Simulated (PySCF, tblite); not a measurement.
# C6H5FNO radical: geometry, infrared bands and EPR parameters

What infrared bands and EPR parameters should C6H5FNO radical (`N#C[C@@H]1[C]=CO[C@@H](F)C1`) show?

Computed with tblite 0.8.0 and PySCF 2.14.0, with density-fitted response routines of our own, on a single molecule in the gas phase. Atoms are numbered from 0 throughout.

## (1) The molecule as given

14 atoms, charge 0, multiplicity 2; geometry from: force field or distance geometry start.

Bonds of the start (Å): N0–C1 1.15, C1–C2 1.50, C2–C3 1.44, C3–C4 1.32, C4–O5 1.39, O5–C6 1.38, C6–F7 1.40, C6–C8 1.47, C8–C2 1.49, C2–H9 1.13, C4–H10 1.09, C6–H11 1.11, C8–H12 1.14, C8–H13 1.14.

## (2) Geometry optimisation with GFN2-xTB

What the job is given:

```
{"job": {"kind": "relax", "xc": "GFN2-xTB", "basis": "xTB"}, "charge": 0, "multiplicity": 2}
N      0.302600     3.104800    -0.932200
C      0.175600     2.167900    -0.277000
C      0.039400     0.940400     0.568500
C      1.365400     0.419800     0.804100
C      1.686300    -0.789800     0.374400
O      0.820200    -1.609500    -0.343600
C     -0.511600    -1.281700    -0.527900
F     -1.264200    -2.311100     0.048700
C     -0.967200     0.016200    -0.023500
H     -0.350600     1.337900     1.554400
H      2.688500    -1.186900     0.552600
H     -0.737000    -1.352900    -1.611200
H     -1.853300    -0.046600     0.695900
H     -1.394700     0.591200    -0.905500
```

Command:

```bash
> OMP_NUM_THREADS=1 python probes_run.py task.json out
```

The driver reads the jobs from task.json and runs them one after another.

What it wrote:

```text
step      E/eV     max force
  0    -733.03579    3.818
  1    -733.36158    1.809
  2    -733.34781    4.368
  3    -733.43219    1.172
  4    -733.45892    1.151
  5    -733.48880    0.502
  6    -733.53035    0.272
  7    -733.53659    0.237
  8    -733.54321    0.168
  9    -733.54686    0.147
 10    -733.55024    0.159
 11    -733.55225    0.135
 12    -733.55421    0.151
 13    -733.55681    0.162
 14    -733.56046    0.197
 15    -733.56425    0.197
 16    -733.56771    0.197
 17    -733.57141    0.223
 18    -733.57698    0.241
 19    -733.58448    0.302
 20    -733.59109    0.248
 21    -733.59675    0.206
 22    -733.60115    0.182
 23    -733.60598    0.236
 24    -733.61181    0.285
 25    -733.61681    0.199
 26    -733.62063    0.212
 27    -733.62315    0.130
 28    -733.62498    0.120
 29    -733.62712    0.099
 30    -733.62859    0.096
 31    -733.62985    0.101
 32    -733.63136    0.122
 33    -733.63344    0.122
 34    -733.63596    0.145
 35    -733.63850    0.180
 36    -733.64066    0.162
 37    -733.64235    0.111
 38    -733.64370    0.105
 39    -733.64494    0.093
 40    -733.64611    0.097
 41    -733.64702    0.073
 42    -733.64756    0.061
 43    -733.64787    0.057
 44    -733.64814    0.056
 45    -733.64848    0.051
 46    -733.64926    0.063
 47    -733.64965    0.058
 48    -733.65007    0.042
 49    -733.65036    0.042
 50    -733.65081    0.070
 51    -733.65148    0.100
 52    -733.65241    0.095
 53    -733.65347    0.086
 54    -733.65462    0.116
 55    -733.65607    0.113
 56    -733.65798    0.155
 57    -733.66035    0.141
 58    -733.66266    0.131
 59    -733.66503    0.215
 60    -733.66636    0.325
 61    -733.66993    0.184
 62    -733.67367    0.289
 63    -733.67956    0.164
 64    -733.68396    0.262
 65    -733.69316    0.408
 66    -733.70566    0.489
 67    -733.67640    1.311
 68    -733.72510    1.577
 69    -733.73120    0.505
 70    -733.75959    0.320
 71    -733.76422    1.544
 72    -733.78810    0.672
 73    -733.80364    0.263
 74    -733.83204    0.541
 75    -733.83894    0.775
 76    -733.84995    0.362
 77    -733.85863    0.243
 78    -733.86166    0.331
 79    -733.86405    0.361
 80    -733.86563    0.150
 81    -733.86693    0.219
 82    -733.86802    0.172
 83    -733.86891    0.196
 84    -733.86930    0.047
 85    -733.86955    0.055
 86    -733.86982    0.054
 87    -733.87020    0.045
 88    -733.87040    0.030
 89    -733.87053    0.028
 90    -733.87061    0.028
 91    -733.87070    0.026
 92    -733.87077    0.017
 93    -733.87081    0.013
 94    -733.87083    0.012
 95    -733.87084    0.010
 96    -733.87085    0.008
```

Wall time 0.6 s (1 thread of Arm Neoverse V1, shared host).

The steps of the relaxation: (not every step is listed) (the energy doesn't fall at every step)

| step | energy from step 0 (eV) | largest force (eV/Å) |
| --- | --- | --- |
| 0 | 0.0000 | 3.8181 |
| 1 | -0.3258 | 1.8088 |
| 2 | -0.3120 | 4.3677 |
| 3 | -0.3964 | 1.1718 |
| 4 | -0.4231 | 1.1513 |
| 5 | -0.4530 | 0.5016 |
| 6 | -0.4946 | 0.2720 |
| 7 | -0.5008 | 0.2372 |
| 8 | -0.5074 | 0.1682 |
| 16 | -0.5319 | 0.1974 |
| 24 | -0.5760 | 0.2846 |
| 32 | -0.5956 | 0.1219 |
| 40 | -0.6103 | 0.0974 |
| 48 | -0.6143 | 0.0422 |
| 56 | -0.6222 | 0.1548 |
| 64 | -0.6482 | 0.2620 |
| 72 | -0.7523 | 0.6717 |
| 80 | -0.8298 | 0.1504 |
| 88 | -0.8346 | 0.0296 |
| 91 | -0.8349 | 0.0257 |
| 92 | -0.8350 | 0.0175 |
| 93 | -0.8350 | 0.0128 |
| 94 | -0.8350 | 0.0121 |
| 95 | -0.8351 | 0.0103 |
| 96 | -0.8351 | 0.0079 |

Distances of close pairs at the start and the end, largest changes first:

| bond | before (Å) | after (Å) | change (Å) |
| --- | --- | --- | --- |
| C6–C8 | 1.465 | 1.530 | +0.065 |
| C2–C8 | 1.489 | 1.554 | +0.065 |
| C8–H12 | 1.143 | 1.090 | -0.053 |
| C1–C2 | 1.497 | 1.448 | -0.049 |
| C8–H13 | 1.136 | 1.091 | -0.045 |
| C2–H9 | 1.132 | 1.099 | -0.034 |
| C2–C3 | 1.444 | 1.472 | +0.028 |
| C3–C4 | 1.323 | 1.300 | -0.023 |

The end geometry stands in the next job.

## (3) Vibrational analysis with GFN2-xTB

What the job is given:

```
{"job": {"kind": "ir", "xc": "GFN2-xTB", "basis": "xTB"}, "charge": 0, "multiplicity": 2}
N      0.037719     3.436472    -0.137272
C      0.025244     2.339389     0.178383
C      0.009090     0.943490     0.561425
C      1.350021     0.336947     0.530076
C      1.680144    -0.833514     0.071248
O      0.725569    -1.730905    -0.432900
C     -0.578652    -1.350804    -0.255882
F     -0.983275    -1.684383     1.028788
C     -0.849304     0.141727    -0.455945
H     -0.420318     0.870670     1.570176
H      2.667731    -1.257442     0.029722
H     -1.187647    -1.968994    -0.930850
H     -1.909504     0.345949    -0.303908
H     -0.567495     0.410925    -1.475229
```

What it wrote:

```text
mode    cm-1     km/mol
  1      79.6      7.95
  2     129.3      9.67
  3     150.9      2.48
  4     213.0      0.14
  5     326.5      9.21
  6     360.0      9.67
  7     398.4      1.89
  8     490.0      4.85
  9     517.2     17.85
 10     564.8      3.88
 11     623.9      9.77
 12     763.2      5.69
 13     805.4     13.58
 14     859.7     35.99
 15     906.2     66.30
 16     932.3     63.73
 17     951.1     13.24
 18     999.5     80.49
 19    1023.1     23.90
 20    1062.1     37.67
 21    1101.8     48.57
 22    1135.6     18.20
 23    1191.0      5.75
 24    1209.8     31.81
 25    1225.2      9.66
 26    1256.3     22.65
 27    1285.1     15.12
 28    1293.1     15.35
 29    1437.0      4.60
 30    1741.1     17.65
 31    2413.1    215.67
 32    2894.7      4.58
 33    2912.3     18.73
 34    3000.6      7.27
 35    3001.3     12.13
 36    3120.9      1.08
```

It took 0.42 s on 1 thread of Arm Neoverse V1, shared host.

Which atoms move in the most intense modes:

| cm⁻¹ | km/mol | atoms |
| --- | --- | --- |
| 860 | 36.0 | C6 22 %, C8 21 %, F7 16 % |
| 906 | 66.3 | O5 25 %, C6 21 %, C8 14 %, H12 11 % |
| 932 | 63.7 | C4 37 %, C8 14 %, O5 13 % |
| 1000 | 80.5 | C6 22 %, C2 14 %, C8 13 %, H9 12 % |
| 1062 | 37.7 | C2 28 %, H9 28 %, H10 11 % |
| 1102 | 48.6 | C6 33 %, O5 17 % |
| 1210 | 31.8 | H9 41 %, H12 23 %, C2 19 % |
| 2413 | 215.7 | C1 60 %, N0 40 % |

## (4) g tensor and hyperfine couplings: B3LYP/pcH-1

The job, as its differences from that of step 3:

```diff
@@ -1,2 +1,2 @@
-{"job": {"kind": "ir", "xc": "GFN2-xTB", "basis": "xTB"}, "charge": 0, "multiplicity": 2}
+{"job": {"kind": "epr", "basis": "pcH-1"}, "charge": 0, "multiplicity": 2}
 N      0.037719     3.436472    -0.137272
```

With the program's defaults for keys left out, this is: UKS B3LYP, pcH-1 on C F H N O, non-relativistic, mean-field spin-orbit, GIAO.

What it wrote:

```text
UKS, coarse grid
  cycle   1  E = -461.22979386  |g| = 5.94e-01
  cycle   2  E = -460.90984023  |g| = 1.10e+00
  cycle   3  E = -461.34127489  |g| = 2.12e-01
  cycle   4  E = -461.35845336  |g| = 7.86e-02
  cycle   5  E = -461.36082932  |g| = 1.92e-02
  cycle   6  E = -461.36099479  |g| = 7.67e-03
  cycle   7  E = -461.36103083  |g| = 4.05e-03
  cycle   8  E = -461.36104497  |g| = 2.03e-03
  cycle   9  E = -461.36105294  |g| = 8.37e-04
UKS, final grid
  cycle   1  E = -461.36104711  |g| = 8.25e-04
  cycle   2  E = -461.36104732  |g| = 1.16e-03
  cycle   3  E = -461.36104784  |g| = 2.94e-04
  cycle   4  E = -461.36104794  |g| = 2.28e-04
  cycle   5  E = -461.36104805  |g| = 1.84e-04
  cycle   6  E = -461.36104807  |g| = 4.19e-05
  cycle   7  E = -461.36104807  |g| = 8.02e-06
E = -461.36104807 Eh   <S^2> = 0.7592 (exact 0.7500)
g shifts (ppm)      1          2          3
  rmc          -170       -170       -170
  gc             40          5          0
  oz_so       -1087         55       1209
  total       -1217       -110       1039
hyperfine (MHz)  atom isotope    a_iso     a_fc   dipolar eigenvalues
    0   14N      -0.13      -0.13     -0.50     -0.07      0.58
    1   13C      27.15      27.15     -2.12     -1.74      3.86
    2   13C       7.03       7.03     -6.85     -5.78     12.63
    3   13C     428.88     428.88    -78.60    -56.44    135.04
    4   13C      53.07      53.07    -18.80      1.87     16.93
    5   17O      -9.18      -9.18    -27.90     10.77     17.13
    6   13C      -0.04      -0.04     -0.99     -0.58      1.56
    7   19F      -5.78      -5.78     -5.84      0.90      4.94
    8   13C      25.52      25.52     -5.99     -5.40     11.39
    9    1H       6.71       6.71     -6.82     -4.20     11.02
   10    1H      46.35      46.35     -6.13     -4.46     10.58
   11    1H      12.19      12.19     -1.82     -0.97      2.79
   12    1H      20.46      20.46     -3.80     -1.05      4.84
   13    1H      -3.33      -3.33     -4.11     -1.71      5.82
```

Wall time 87 s (1 thread of Arm Neoverse V1, shared host); peak memory 0.98 GiB.

Principal g values 2.00110, 2.00221, 2.00336; g(iso) = 2.00222, against 2.00232 for a free electron.

Hyperfine couplings, nucleus by nucleus at this fixed geometry (no averaging over rotations):

| nuclei | isotope | a(iso) (MHz) | a(iso) (G, at g = 2.0023) | largest dipolar term (MHz) |
| --- | --- | --- | --- | --- |
| C3 | 13C | 428.9 | 153.0 | 135.0 |
| C4 | 13C | 53.1 | 18.9 | -18.8 |
| H10 | 1H | 46.3 | 16.5 | 10.6 |
| C1 | 13C | 27.1 | 9.7 | 3.9 |
| C8 | 13C | 25.5 | 9.1 | 11.4 |
| H12 | 1H | 20.5 | 7.3 | 4.8 |
| H11 | 1H | 12.2 | 4.3 | 2.8 |
| O5 | 17O | -9.2 | -3.3 | -27.9 |
| C2 | 13C | 7.0 | 2.5 | 12.6 |
| H9 | 1H | 6.7 | 2.4 | 11.0 |
| F7 | 19F | -5.8 | -2.1 | -5.8 |
| H13 | 1H | -3.3 | -1.2 | 5.8 |
| N0 | 14N | -0.1 | 0.0 | 0.6 |
| C6 | 13C | 0.0 | 0.0 | 1.6 |

Mulliken spin populations:

N0 0.00; C1 0.01; C2 -0.03; C3 1.01; C4 -0.12; O5 0.05; C6 0.00; F7 0.00; C8 0.05; H9 0.00; H10 0.02; H11 0.00; H12 0.01; H13 0.00

In first order the couplings over 0.8 MHz of 1H, 19F give 64 distinct lines over 33.8 G.

The fields below are evaluated on a grid from the run's orbitals.

ELF in a plane through or near 9 of the atoms.

Values, 10 rows by 14 columns:
```
0.00 0.00 0.00 0.00 0.00 0.00 0.00 0.00 0.00 0.00 0.00 0.00 0.00 0.00
0.00 0.00 0.00 0.00 0.00 0.08 0.00 0.00 0.00 0.00 0.00 0.00 0.00 0.00
0.00 0.00 0.00 0.00 0.96 1.00 0.40 0.39 0.53 0.01 0.00 0.00 0.00 0.00
0.00 0.00 0.00 0.00 0.07 0.86 0.37 0.79 0.59 0.06 0.30 0.38 0.10 0.00
0.00 0.00 0.00 0.30 0.86 0.72 0.36 0.53 0.36 0.57 0.84 0.88 0.75 0.02
0.00 0.00 0.00 0.09 0.44 0.83 0.55 0.67 0.50 0.60 0.83 0.82 0.65 0.01
0.00 0.00 0.00 0.07 0.96 0.99 0.59 0.71 0.67 0.02 0.16 0.13 0.01 0.00
0.00 0.00 0.00 0.02 0.92 0.89 0.02 0.98 0.96 0.03 0.00 0.00 0.00 0.00
0.00 0.00 0.00 0.00 0.00 0.00 0.00 0.05 0.02 0.00 0.00 0.00 0.00 0.00
0.00 0.00 0.00 0.00 0.00 0.00 0.00 0.00 0.00 0.00 0.00 0.00 0.00 0.00
```
The map spans 12.0 Å across and 10.1 Å up, centred on the molecule. Atoms in the plane (x, y in Å): N0 (3.4, 0.4), C1 (2.3, 0.3), C4 (-1.0, 1.6), O5 (-1.8, 0.4), C6 (-1.3, -0.8), C8 (0.2, -0.9), H10 (-1.6, 2.5), H11 (-1.9, -1.6), H12 (0.6, -1.9).

On the surface of density 0.002 e/bohr³ the electrostatic potential runs, from the 1st to the 99th percentile, from -1.66 V near N0 to 1.51 V near H11.

The spin density lies nearest to C3 74 %; C4 7 % (beta excess).

## (5) Results

| quantity | value |
| --- | --- |
| strongest single infrared mode (GFN2-xTB) | 2413 cm⁻¹, 216 km/mol |
| zero-point energy (GFN2-xTB) | 60.6 kcal/mol |
| g(iso) (B3LYP) | 2.00222 |
| ⟨S²⟩ | 0.759 (exact 0.75) |
| largest a(iso) | 13C on C3, 428.9 MHz |
| surface potential, 1st and 99th percentile | -1.66 V and 1.51 V |

The optimisation took 96 steps and gained 0.835 eV; among the close pairs (by a distance rule), C6–C8 changed most, from 1.465 to 1.530 Å. No mode is imaginary among the 36: a minimum at this level. The strongest single mode, at 2413 cm⁻¹, moves mainly C1 and N0. Unscaled tight-binding wavenumbers are off by several per cent, some by more. Its intensities can rank the bands wrongly. Most of the unpaired spin sits on C3 (1.01 e). The isotropic g lies 0.1 ppt below the free-electron value.
